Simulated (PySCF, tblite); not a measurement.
# CH₈FGeN, a complex of two parts: NMR shifts, interaction energy, spin-spin couplings and core binding energies, part 2 of 3

tblite 0.8.0 and PySCF 2.14.0. Atoms count from 0, parts from 1. The steps go on from the part before.

## (5) Interaction energy: wB97M-D3(BJ)/def2-TZVPD

Job settings and geometry (Å):

```
{"job": {"kind": "inter", "xc": "wB97M-D3(BJ)", "basis": "def2-TZVPD", "pairs": false}, "charge": 0, "multiplicity": 1, "parts": [{"atoms": "0-4", "charge": 0, "multiplicity": 1}, {"atoms": "5-11", "charge": 0, "multiplicity": 1}]}
Ge    -0.014106     0.298418     0.635621
F      1.142653    -0.195995    -0.650681
H     -1.336109    -0.153616     0.003669
H      0.509477    -0.538605     1.808876
H      0.263057     1.804827     0.680172
C     -1.315890     2.323038     3.028281
N     -1.634651     1.023868     2.454953
H     -1.350128     3.084991     2.238604
H     -1.994264     2.631652     3.840226
H     -0.290305     2.305749     3.420422
H     -2.570309     1.014047     2.059420
H     -1.605683     0.292455     3.159767
```

Method: wB97M-D3(BJ)/def2-TZVPD interaction energy, counterpoise and uncorrected, gas phase.

Standard output:

```text
part 1, own basis, geometry of the cluster
coarse grid: 20136 points
cycle   1  E = -2178.6471143356  dE = -7.553e-01  |g| = 8.532e-01  |ddm| = 1.626e+00
cycle   2  E = -2178.6004872132  dE =  4.663e-02  |g| = 1.110e+00  |ddm| = 9.453e-01
cycle   3  E = -2178.7446007441  dE = -1.441e-01  |g| = 7.590e-02  |ddm| = 4.728e-01
cycle   4  E = -2178.7451285387  dE = -5.278e-04  |g| = 3.283e-02  |ddm| = 5.211e-02
cycle   5  E = -2178.7452631284  dE = -1.346e-04  |g| = 2.894e-03  |ddm| = 1.899e-02
cycle   6  E = -2178.7452662585  dE = -3.130e-06  |g| = 6.249e-04  |ddm| = 6.061e-03
final grid: 40760 points
cycle   7  E = -2178.7451221867  dE = -2.396e-07  |g| = 5.537e-04  |ddm| = 1.608e-03
cycle   8  E = -2178.7451221795  dE =  7.176e-09  |g| = 6.460e-04  |ddm| = 5.090e-04
cycle   9  E = -2178.7451222345  dE = -5.499e-08  |g| = 3.787e-05  |ddm| = 2.551e-04
cycle  10  E = -2178.7451222350  dE = -5.061e-10  |g| = 2.667e-05  |ddm| = 5.589e-05
converged SCF energy = -2178.7451222350

part 2, own basis, geometry of the cluster
coarse grid: 22664 points
cycle   1  E = -95.8933079852  dE =  1.000e-02  |g| = 2.670e-01  |ddm| = 1.750e+00
cycle   2  E = -95.9014502701  dE = -8.142e-03  |g| = 2.257e-01  |ddm| = 7.418e-01
cycle   3  E = -95.9109945688  dE = -9.544e-03  |g| = 2.630e-02  |ddm| = 2.066e-01
cycle   4  E = -95.9111589631  dE = -1.644e-04  |g| = 6.021e-03  |ddm| = 5.787e-02
cycle   5  E = -95.9111724456  dE = -1.348e-05  |g| = 1.363e-03  |ddm| = 2.065e-02
cycle   6  E = -95.9111733689  dE = -9.232e-07  |g| = 5.880e-04  |ddm| = 7.024e-03
final grid: 49064 points
cycle   7  E = -95.9111582645  dE = -1.205e-07  |g| = 3.486e-04  |ddm| = 4.236e-03
cycle   8  E = -95.9111582901  dE = -2.560e-08  |g| = 2.731e-04  |ddm| = 1.232e-03
cycle   9  E = -95.9111583072  dE = -1.710e-08  |g| = 3.545e-05  |ddm| = 2.939e-04
cycle  10  E = -95.9111583089  dE = -1.642e-09  |g| = 2.299e-05  |ddm| = 4.628e-04
cycle  11  E = -95.9111583091  dE = -2.151e-10  |g| = 3.343e-06  |ddm| = 1.194e-04
converged SCF energy = -95.9111583091

part 1, own basis, relaxed alone
coarse grid: 20136 points
cycle   1  E = -2178.6603688053  dE = -7.369e-01  |g| = 8.293e-01  |ddm| = 1.656e+00
cycle   2  E = -2178.6236609948  dE =  3.671e-02  |g| = 1.052e+00  |ddm| = 9.147e-01
cycle   3  E = -2178.7486853427  dE = -1.250e-01  |g| = 6.941e-02  |ddm| = 4.545e-01
cycle   4  E = -2178.7491456538  dE = -4.603e-04  |g| = 3.016e-02  |ddm| = 4.757e-02
cycle   5  E = -2178.7492602144  dE = -1.146e-04  |g| = 2.952e-03  |ddm| = 1.811e-02
cycle   6  E = -2178.7492631213  dE = -2.907e-06  |g| = 5.728e-04  |ddm| = 5.704e-03
final grid: 40760 points
cycle   7  E = -2178.7491749894  dE = -2.019e-07  |g| = 5.381e-04  |ddm| = 1.560e-03
cycle   8  E = -2178.7491749815  dE =  7.871e-09  |g| = 6.363e-04  |ddm| = 4.927e-04
cycle   9  E = -2178.7491750352  dE = -5.363e-08  |g| = 2.952e-05  |ddm| = 2.478e-04
cycle  10  E = -2178.7491750356  dE = -4.275e-10  |g| = 1.954e-05  |ddm| = 5.684e-05
converged SCF energy = -2178.7491750356

part 2, own basis, relaxed alone
coarse grid: 22664 points
cycle   1  E = -95.8934321077  dE =  1.508e-02  |g| = 2.659e-01  |ddm| = 1.744e+00
cycle   2  E = -95.9015648860  dE = -8.133e-03  |g| = 2.239e-01  |ddm| = 7.195e-01
cycle   3  E = -95.9109473502  dE = -9.382e-03  |g| = 2.620e-02  |ddm| = 2.001e-01
cycle   4  E = -95.9111111313  dE = -1.638e-04  |g| = 5.963e-03  |ddm| = 5.716e-02
cycle   5  E = -95.9111244538  dE = -1.332e-05  |g| = 1.297e-03  |ddm| = 2.041e-02
cycle   6  E = -95.9111253347  dE = -8.809e-07  |g| = 5.628e-04  |ddm| = 7.074e-03
final grid: 49064 points
cycle   7  E = -95.9111010533  dE = -1.158e-07  |g| = 3.359e-04  |ddm| = 4.685e-03
cycle   8  E = -95.9111010778  dE = -2.448e-08  |g| = 2.629e-04  |ddm| = 1.491e-03
cycle   9  E = -95.9111010937  dE = -1.594e-08  |g| = 3.411e-05  |ddm| = 3.247e-04
cycle  10  E = -95.9111010954  dE = -1.609e-09  |g| = 2.144e-05  |ddm| = 5.163e-04
cycle  11  E = -95.9111010955  dE = -1.810e-10  |g| = 3.206e-06  |ddm| = 1.111e-04
converged SCF energy = -95.9111010955

cluster
final grid: 89824 points
cycle   1  E = -2274.6677127328  dE = -1.862e-02  |g| = 6.351e-02  |ddm| = 1.371e+00
cycle   2  E = -2274.6696650981  dE = -1.952e-03  |g| = 4.135e-02  |ddm| = 2.502e-01
cycle   3  E = -2274.6700889572  dE = -4.239e-04  |g| = 1.600e-02  |ddm| = 5.423e-02
cycle   4  E = -2274.6702116191  dE = -1.227e-04  |g| = 4.005e-03  |ddm| = 4.993e-02
cycle   5  E = -2274.6702160793  dE = -4.460e-06  |g| = 1.699e-03  |ddm| = 7.025e-03
cycle   6  E = -2274.6702166080  dE = -5.287e-07  |g| = 3.780e-04  |ddm| = 2.169e-03
cycle   7  E = -2274.6702166537  dE = -4.571e-08  |g| = 1.047e-04  |ddm| = 1.359e-03
cycle   8  E = -2274.6702166567  dE = -2.952e-09  |g| = 2.484e-05  |ddm| = 2.358e-04
cycle   9  E = -2274.6702166570  dE = -2.906e-10  |g| = 8.446e-06  |ddm| = 1.062e-04
converged SCF energy = -2274.6702166570

part 1 in the basis of the cluster
final grid: 89824 points
cycle   1  E = -2178.7454300093  dE = -3.058e-04  |g| = 2.768e-03  |ddm| = 5.492e-01
cycle   2  E = -2178.7454339581  dE = -3.949e-06  |g| = 7.200e-04  |ddm| = 6.583e-02
cycle   3  E = -2178.7454340846  dE = -1.265e-07  |g| = 6.063e-04  |ddm| = 1.051e-02
cycle   4  E = -2178.7454341111  dE = -2.647e-08  |g| = 3.271e-05  |ddm| = 1.832e-03
cycle   5  E = -2178.7454341116  dE = -5.248e-10  |g| = 1.184e-05  |ddm| = 5.177e-04
converged SCF energy = -2178.7454341116

part 2 in the basis of the cluster
final grid: 89824 points
cycle   1  E = -95.9113651662  dE = -2.110e-04  |g| = 3.102e-03  |ddm| = 1.072e+00
cycle   2  E = -95.9113727280  dE = -7.562e-06  |g| = 7.179e-04  |ddm| = 1.618e-01
cycle   3  E = -95.9113732121  dE = -4.841e-07  |g| = 4.619e-04  |ddm| = 3.632e-02
cycle   4  E = -95.9113732600  dE = -4.790e-08  |g| = 5.941e-05  |ddm| = 2.191e-03
cycle   5  E = -95.9113732644  dE = -4.363e-09  |g| = 1.479e-05  |ddm| = 9.709e-04
cycle   6  E = -95.9113732645  dE = -1.218e-10  |g| = 6.771e-06  |ddm| = 5.426e-05
converged SCF energy = -95.9113732645

Interaction energy (kcal/mol)
  counterpoise      -10.738
  uncorrected       -11.070
  dispersion part    -2.324
  deformation         2.499
  binding            -8.240

Decomposition of the uncorrected value (kcal/mol)
  electrostatic     -28.898
  Pauli              33.407
  orbital           -13.255
  dispersion         -2.324

Charge of each part in the cluster: -0.073 0.073
```

It took 72 s on 1 thread of Intel Xeon Platinum 8488C, shared host; peak memory 0.87 GiB.

Contacts at this geometry (a selection, picked against the atoms' radii; other short pairs can be missing):

```csv
atoms,distance (Å),kind (by distance and angle),angle (°)
Ge0···N6,2.54,tetrel bond,179
```

The decomposition goes in steps from the parts' own densities: electrostatics between them unchanged, then the rise on making their orbitals orthogonal (called Pauli here; it holds the exchange-correlation between the parts too, so it can be small or negative at long range), then orbital relaxation, then the dispersion term. Charges of the parts share the cluster's density out in proportion to the parts' own densities.

The SCF energies in the log hold no dispersion term; the tabulated energies do.

The parts:

```csv
part,SMILES,deformation (kcal/mol),HOMO alone (eV),charge in the cluster (e)
1,[F][GeH3],2.54,-12.11,-0.073
2,CN,-0.04,-9.32,0.073
```

A deformation below zero shows that the part was relaxed at another level.

## (6) Counterpoise and decomposition: PBE0-D3(BJ)/def2-TZVPD

The job, as its differences from that of step 5:

```diff
@@ -1,2 +1,2 @@
-{"job": {"kind": "inter", "xc": "wB97M-D3(BJ)", "basis": "def2-TZVPD", "pairs": false}, "charge": 0, "multiplicity": 1, "parts": [{"atoms": "0-4", "charge": 0, "multiplicity": 1}, {"atoms": "5-11", "charge": 0, "multiplicity": 1}]}
+{"job": {"kind": "inter", "xc": "PBE0", "basis": "def2-TZVPD", "disp": "d3bj"}, "charge": 0, "multiplicity": 1, "parts": [{"atoms": "0-4", "charge": 0, "multiplicity": 1}, {"atoms": "5-11", "charge": 0, "multiplicity": 1}]}
 Ge    -0.014106     0.298418     0.635621
```

With the program's defaults for keys left out, this is: PBE0-D3(BJ)/def2-TZVPD interaction energy, counterpoise and uncorrected, gas phase.

Standard output:

```text
part 1, own basis, geometry of the cluster
coarse grid: 20136 points
cycle   1  E = -2178.2548915011  dE = -6.673e-01  |g| = 8.898e-01  |ddm| = 1.618e+00
cycle   2  E = -2178.0125647038  dE =  2.423e-01  |g| = 1.566e+00  |ddm| = 1.183e+00
cycle   3  E = -2178.3468706495  dE = -3.343e-01  |g| = 2.011e-01  |ddm| = 7.710e-01
cycle   4  E = -2178.3514462359  dE = -4.576e-03  |g| = 3.294e-02  |ddm| = 1.137e-01
cycle   5  E = -2178.3515525585  dE = -1.063e-04  |g| = 3.790e-03  |ddm| = 1.620e-02
cycle   6  E = -2178.3515551589  dE = -2.600e-06  |g| = 2.273e-04  |ddm| = 2.497e-03
final grid: 40760 points
cycle   7  E = -2178.3514737938  dE = -1.546e-07  |g| = 2.275e-04  |ddm| = 1.013e-03
cycle   8  E = -2178.3514737880  dE =  5.764e-09  |g| = 3.161e-04  |ddm| = 2.618e-04
cycle   9  E = -2178.3514738000  dE = -1.203e-08  |g| = 3.796e-05  |ddm| = 1.521e-04
cycle  10  E = -2178.3514738003  dE = -2.428e-10  |g| = 1.224e-05  |ddm| = 2.509e-05
converged SCF energy = -2178.3514738003

part 2, own basis, geometry of the cluster
coarse grid: 5248 points
cycle   1  E = -95.7580575789  dE = -2.636e-02  |g| = 3.367e-01  |ddm| = 1.721e+00
cycle   2  E = -95.7412913645  dE =  1.677e-02  |g| = 4.469e-01  |ddm| = 1.137e+00
cycle   3  E = -95.7852291203  dE = -4.394e-02  |g| = 3.298e-02  |ddm| = 5.789e-01
cycle   4  E = -95.7854064544  dE = -1.773e-04  |g| = 1.471e-02  |ddm| = 3.216e-02
cycle   5  E = -95.7854508124  dE = -4.436e-05  |g| = 3.275e-03  |ddm| = 9.419e-03
cycle   6  E = -95.7854532137  dE = -2.401e-06  |g| = 2.809e-04  |ddm| = 3.141e-03
final grid: 49064 points
cycle   7  E = -95.7787586706  dE = -2.462e-05  |g| = 6.277e-03  |ddm| = 8.658e-02
cycle   8  E = -95.7787539048  dE =  4.766e-06  |g| = 7.821e-03  |ddm| = 1.380e-02
cycle   9  E = -95.7787675429  dE = -1.364e-05  |g| = 5.625e-04  |ddm| = 7.826e-03
cycle  10  E = -95.7787676016  dE = -5.875e-08  |g| = 1.928e-04  |ddm| = 5.263e-04
cycle  11  E = -95.7787676093  dE = -7.667e-09  |g| = 2.508e-05  |ddm| = 1.186e-04
cycle  12  E = -95.7787676094  dE = -1.543e-10  |g| = 3.160e-06  |ddm| = 3.730e-05
converged SCF energy = -95.7787676094

part 1, own basis, relaxed alone
coarse grid: 20136 points
cycle   1  E = -2178.2679582172  dE = -6.527e-01  |g| = 8.678e-01  |ddm| = 1.645e+00
cycle   2  E = -2178.0733305972  dE =  1.946e-01  |g| = 1.460e+00  |ddm| = 1.127e+00
cycle   3  E = -2178.3515942312  dE = -2.783e-01  |g| = 1.849e-01  |ddm| = 7.222e-01
cycle   4  E = -2178.3555825809  dE = -3.988e-03  |g| = 2.720e-02  |ddm| = 1.033e-01
cycle   5  E = -2178.3556554576  dE = -7.288e-05  |g| = 3.283e-03  |ddm| = 1.340e-02
cycle   6  E = -2178.3556574178  dE = -1.960e-06  |g| = 2.411e-04  |ddm| = 1.999e-03
final grid: 40760 points
cycle   7  E = -2178.3556420768  dE = -1.302e-07  |g| = 2.352e-04  |ddm| = 1.331e-03
cycle   8  E = -2178.3556420664  dE =  1.039e-08  |g| = 3.576e-04  |ddm| = 2.690e-04
cycle   9  E = -2178.3556420853  dE = -1.889e-08  |g| = 3.122e-05  |ddm| = 1.608e-04
cycle  10  E = -2178.3556420855  dE = -1.851e-10  |g| = 5.177e-06  |ddm| = 2.254e-05
converged SCF energy = -2178.3556420855

part 2, own basis, relaxed alone
coarse grid: 5248 points
cycle   1  E = -95.7585739139  dE = -2.167e-02  |g| = 3.363e-01  |ddm| = 1.720e+00
cycle   2  E = -95.7418151486  dE =  1.676e-02  |g| = 4.464e-01  |ddm| = 1.107e+00
cycle   3  E = -95.7856550561  dE = -4.384e-02  |g| = 3.236e-02  |ddm| = 5.650e-01
cycle   4  E = -95.7858265016  dE = -1.714e-04  |g| = 1.436e-02  |ddm| = 3.181e-02
cycle   5  E = -95.7858685884  dE = -4.209e-05  |g| = 3.291e-03  |ddm| = 9.174e-03
cycle   6  E = -95.7858710116  dE = -2.423e-06  |g| = 2.821e-04  |ddm| = 3.132e-03
final grid: 49064 points
cycle   7  E = -95.7787845503  dE = -2.466e-05  |g| = 6.073e-03  |ddm| = 8.722e-02
cycle   8  E = -95.7787800980  dE =  4.452e-06  |g| = 7.545e-03  |ddm| = 1.344e-02
cycle   9  E = -95.7787928311  dE = -1.273e-05  |g| = 5.354e-04  |ddm| = 7.411e-03
cycle  10  E = -95.7787928833  dE = -5.218e-08  |g| = 1.975e-04  |ddm| = 5.167e-04
cycle  11  E = -95.7787928913  dE = -7.976e-09  |g| = 2.451e-05  |ddm| = 1.316e-04
cycle  12  E = -95.7787928914  dE = -1.420e-10  |g| = 3.146e-06  |ddm| = 3.829e-05
converged SCF energy = -95.7787928914

cluster
final grid: 89824 points
cycle   1  E = -2274.1445535641  dE = -2.122e-02  |g| = 7.823e-02  |ddm| = 1.362e+00
cycle   2  E = -2274.1441069560  dE =  4.466e-04  |g| = 9.906e-02  |ddm| = 1.557e-01
cycle   3  E = -2274.1460335101  dE = -1.927e-03  |g| = 1.225e-02  |ddm| = 6.021e-02
cycle   4  E = -2274.1460608879  dE = -2.738e-05  |g| = 4.774e-03  |ddm| = 1.125e-02
cycle   5  E = -2274.1460640423  dE = -3.154e-06  |g| = 2.498e-03  |ddm| = 4.994e-03
cycle   6  E = -2274.1460650290  dE = -9.867e-07  |g| = 3.847e-04  |ddm| = 1.755e-03
cycle   7  E = -2274.1460650498  dE = -2.075e-08  |g| = 1.038e-04  |ddm| = 3.359e-04
cycle   8  E = -2274.1460650515  dE = -1.727e-09  |g| = 1.636e-05  |ddm| = 9.851e-05
cycle   9  E = -2274.1460650516  dE = -6.457e-11  |g| = 2.705e-06  |ddm| = 2.282e-05
converged SCF energy = -2274.1460650516

part 1 in the basis of the cluster
final grid: 89824 points
cycle   1  E = -2178.3518300284  dE = -3.509e-04  |g| = 1.337e-03  |ddm| = 5.950e-01
cycle   2  E = -2178.3518305768  dE = -5.485e-07  |g| = 8.893e-04  |ddm| = 2.485e-02
cycle   3  E = -2178.3518306213  dE = -4.450e-08  |g| = 3.069e-04  |ddm| = 1.178e-03
cycle   4  E = -2178.3518306284  dE = -7.039e-09  |g| = 7.155e-05  |ddm| = 6.248e-04
cycle   5  E = -2178.3518306291  dE = -7.121e-10  |g| = 1.505e-05  |ddm| = 4.307e-05
converged SCF energy = -2178.3518306291

part 2 in the basis of the cluster
final grid: 89824 points
cycle   1  E = -95.7789458324  dE = -1.835e-04  |g| = 1.243e-03  |ddm| = 1.056e+00
cycle   2  E = -95.7789468401  dE = -1.008e-06  |g| = 7.334e-04  |ddm| = 5.757e-02
cycle   3  E = -95.7789469131  dE = -7.296e-08  |g| = 4.946e-04  |ddm| = 2.917e-03
cycle   4  E = -95.7789469638  dE = -5.065e-08  |g| = 2.198e-05  |ddm| = 1.571e-03
cycle   5  E = -95.7789469639  dE = -1.094e-10  |g| = 1.216e-05  |ddm| = 4.032e-05
converged SCF energy = -95.7789469639

Interaction energy (kcal/mol)
  counterpoise      -11.397
  uncorrected       -11.734
  dispersion part    -1.804
  deformation         2.630
  binding            -8.767

Decomposition of the uncorrected value (kcal/mol)
  electrostatic     -27.575
  Pauli              31.909
  orbital           -14.263
  dispersion         -1.804

Charge of each part in the cluster: -0.081 0.081
```

Wall time 35 s (1 thread of Intel Xeon Platinum 8488C, shared host); peak memory 0.87 GiB.

In short: -11.40 kcal/mol with counterpoise, basis-set superposition error 0.34.

## (7) Counterpoise and decomposition: MP2/def2-TZVPD

The job, as its differences from that of step 6:

```diff
@@ -1,2 +1,2 @@
-{"job": {"kind": "inter", "xc": "PBE0", "basis": "def2-TZVPD", "disp": "d3bj"}, "charge": 0, "multiplicity": 1, "parts": [{"atoms": "0-4", "charge": 0, "multiplicity": 1}, {"atoms": "5-11", "charge": 0, "multiplicity": 1}]}
+{"job": {"kind": "inter", "xc": "MP2", "basis": "def2-TZVPD"}, "charge": 0, "multiplicity": 1, "parts": [{"atoms": "0-4", "charge": 0, "multiplicity": 1}, {"atoms": "5-11", "charge": 0, "multiplicity": 1}]}
 Ge    -0.014106     0.298418     0.635621
```

Level: MP2/def2-TZVPD interaction energy, counterpoise and uncorrected, gas phase.

Standard output:

```text
part 1, own basis, geometry of the cluster
final grid: 40760 points
cycle   1  E = -2176.5442321551  dE = -9.013e-01  |g| = 6.334e-01  |ddm| = 1.605e+00
cycle   2  E = -2176.5905034073  dE = -4.627e-02  |g| = 4.944e-01  |ddm| = 5.391e-01
cycle   3  E = -2176.6189177675  dE = -2.841e-02  |g| = 3.259e-02  |ddm| = 2.187e-01
cycle   4  E = -2176.6194252264  dE = -5.075e-04  |g| = 8.926e-03  |ddm| = 5.273e-02
cycle   5  E = -2176.6194475273  dE = -2.230e-05  |g| = 3.798e-03  |ddm| = 1.279e-02
cycle   6  E = -2176.6194497038  dE = -2.177e-06  |g| = 7.593e-04  |ddm| = 3.415e-03
cycle   7  E = -2176.6194500161  dE = -3.122e-07  |g| = 2.439e-04  |ddm| = 1.584e-03
cycle   8  E = -2176.6194500552  dE = -3.912e-08  |g| = 4.973e-05  |ddm| = 4.332e-04
cycle   9  E = -2176.6194500566  dE = -1.418e-09  |g| = 6.132e-06  |ddm| = 1.134e-04
cycle  10  E = -2176.6194500566  dE = -1.364e-12  |g| = 9.357e-07  |ddm| = 1.698e-05
converged SCF energy = -2176.6194500566

part 2, own basis, geometry of the cluster
final grid: 49064 points
cycle   1  E = -95.2323765518  dE =  3.533e-02  |g| = 2.780e-01  |ddm| = 1.656e+00
cycle   2  E = -95.2529214839  dE = -2.054e-02  |g| = 8.552e-02  |ddm| = 3.522e-01
cycle   3  E = -95.2546427028  dE = -1.721e-03  |g| = 3.123e-02  |ddm| = 7.388e-02
cycle   4  E = -95.2549097933  dE = -2.671e-04  |g| = 6.422e-03  |ddm| = 3.642e-02
cycle   5  E = -95.2549251324  dE = -1.534e-05  |g| = 1.779e-03  |ddm| = 8.880e-03
cycle   6  E = -95.2549270010  dE = -1.869e-06  |g| = 6.291e-04  |ddm| = 5.203e-03
cycle   7  E = -95.2549272868  dE = -2.858e-07  |g| = 1.972e-04  |ddm| = 2.037e-03
cycle   8  E = -95.2549273269  dE = -4.004e-08  |g| = 3.869e-05  |ddm| = 8.546e-04
cycle   9  E = -95.2549273283  dE = -1.401e-09  |g| = 8.208e-06  |ddm| = 1.676e-04
cycle  10  E = -95.2549273283  dE = -5.844e-11  |g| = 1.575e-06  |ddm| = 3.530e-05
converged SCF energy = -95.2549273283

part 1, own basis, relaxed alone
final grid: 40760 points
cycle   1  E = -2176.5571370195  dE = -8.755e-01  |g| = 6.104e-01  |ddm| = 1.635e+00
cycle   2  E = -2176.6000056208  dE = -4.287e-02  |g| = 4.675e-01  |ddm| = 5.170e-01
cycle   3  E = -2176.6247764251  dE = -2.477e-02  |g| = 3.167e-02  |ddm| = 2.114e-01
cycle   4  E = -2176.6252469457  dE = -4.705e-04  |g| = 8.192e-03  |ddm| = 5.111e-02
cycle   5  E = -2176.6252673426  dE = -2.040e-05  |g| = 3.118e-03  |ddm| = 1.258e-02
cycle   6  E = -2176.6252689065  dE = -1.564e-06  |g| = 7.484e-04  |ddm| = 3.012e-03
cycle   7  E = -2176.6252691545  dE = -2.480e-07  |g| = 2.208e-04  |ddm| = 1.433e-03
cycle   8  E = -2176.6252691864  dE = -3.189e-08  |g| = 4.665e-05  |ddm| = 3.864e-04
cycle   9  E = -2176.6252691877  dE = -1.241e-09  |g| = 5.939e-06  |ddm| = 1.080e-04
cycle  10  E = -2176.6252691877  dE = -2.365e-11  |g| = 9.153e-07  |ddm| = 1.583e-05
converged SCF energy = -2176.6252691877

part 2, own basis, relaxed alone
final grid: 49064 points
cycle   1  E = -95.2324247079  dE =  4.172e-02  |g| = 2.773e-01  |ddm| = 1.653e+00
cycle   2  E = -95.2528938018  dE = -2.047e-02  |g| = 8.454e-02  |ddm| = 3.428e-01
cycle   3  E = -95.2545899101  dE = -1.696e-03  |g| = 3.079e-02  |ddm| = 7.330e-02
cycle   4  E = -95.2548511282  dE = -2.612e-04  |g| = 6.344e-03  |ddm| = 3.573e-02
cycle   5  E = -95.2548660410  dE = -1.491e-05  |g| = 1.759e-03  |ddm| = 8.832e-03
cycle   6  E = -95.2548678598  dE = -1.819e-06  |g| = 6.226e-04  |ddm| = 5.179e-03
cycle   7  E = -95.2548681362  dE = -2.764e-07  |g| = 1.957e-04  |ddm| = 2.017e-03
cycle   8  E = -95.2548681755  dE = -3.935e-08  |g| = 3.846e-05  |ddm| = 8.538e-04
cycle   9  E = -95.2548681769  dE = -1.392e-09  |g| = 8.163e-06  |ddm| = 1.644e-04
cycle  10  E = -95.2548681770  dE = -5.861e-11  |g| = 1.558e-06  |ddm| = 3.510e-05
converged SCF energy = -95.2548681770

cluster
final grid: 10648 points
cycle   1  E = -2271.8817031504  dE = -1.528e-02  |g| = 5.244e-02  |ddm| = 1.066e+00
cycle   2  E = -2271.8835596678  dE = -1.857e-03  |g| = 2.163e-02  |ddm| = 1.983e-01
cycle   3  E = -2271.8838923460  dE = -3.327e-04  |g| = 1.144e-02  |ddm| = 6.972e-02
cycle   4  E = -2271.8839432020  dE = -5.086e-05  |g| = 1.978e-03  |ddm| = 2.553e-02
cycle   5  E = -2271.8839450499  dE = -1.848e-06  |g| = 7.049e-04  |ddm| = 4.824e-03
cycle   6  E = -2271.8839452173  dE = -1.674e-07  |g| = 2.183e-04  |ddm| = 1.544e-03
cycle   7  E = -2271.8839452352  dE = -1.787e-08  |g| = 5.728e-05  |ddm| = 4.390e-04
cycle   8  E = -2271.8839452369  dE = -1.763e-09  |g| = 1.312e-05  |ddm| = 1.676e-04
cycle   9  E = -2271.8839452370  dE = -8.140e-11  |g| = 4.399e-06  |ddm| = 3.585e-05
converged SCF energy = -2271.8839452370

part 1 in the basis of the cluster
final grid: 10648 points
cycle   1  E = -2176.6198479018  dE = -3.957e-04  |g| = 3.715e-03  |ddm| = 6.069e-01
cycle   2  E = -2176.6198535982  dE = -5.696e-06  |g| = 7.970e-04  |ddm| = 6.857e-02
cycle   3  E = -2176.6198537619  dE = -1.637e-07  |g| = 4.530e-04  |ddm| = 1.028e-02
cycle   4  E = -2176.6198537771  dE = -1.524e-08  |g| = 2.849e-05  |ddm| = 1.303e-03
cycle   5  E = -2176.6198537774  dE = -2.997e-10  |g| = 7.043e-06  |ddm| = 2.794e-04
converged SCF energy = -2176.6198537774

part 2 in the basis of the cluster
final grid: 10648 points
cycle   1  E = -95.2550669076  dE = -1.383e-04  |g| = 2.625e-03  |ddm| = 8.079e-01
cycle   2  E = -95.2550710276  dE = -4.120e-06  |g| = 5.111e-04  |ddm| = 1.183e-01
cycle   3  E = -95.2550712594  dE = -2.319e-07  |g| = 8.925e-05  |ddm| = 2.497e-02
cycle   4  E = -95.2550712657  dE = -6.217e-09  |g| = 3.858e-05  |ddm| = 9.817e-04
cycle   5  E = -95.2550712664  dE = -7.803e-10  |g| = 1.185e-05  |ddm| = 1.368e-04
converged SCF energy = -95.2550712664

Interaction energy (kcal/mol)
  counterpoise       -9.998
  uncorrected       -11.989
  dispersion part     0.000
  deformation         2.829
  binding            -7.169

Decomposition of the uncorrected value (kcal/mol)
  electrostatic     -28.875
  Pauli              33.868
  orbital           -10.996
  dispersion          0.000
  correlation        -5.987

Charge of each part in the cluster: -0.062 0.062
```

Wall time 13 s (1 thread of Intel Xeon Platinum 8488C, shared host); peak memory 0.65 GiB.

In short: -10.00 kcal/mol with counterpoise, basis-set superposition error 1.99.

(Part 2 of 3 ends here.)
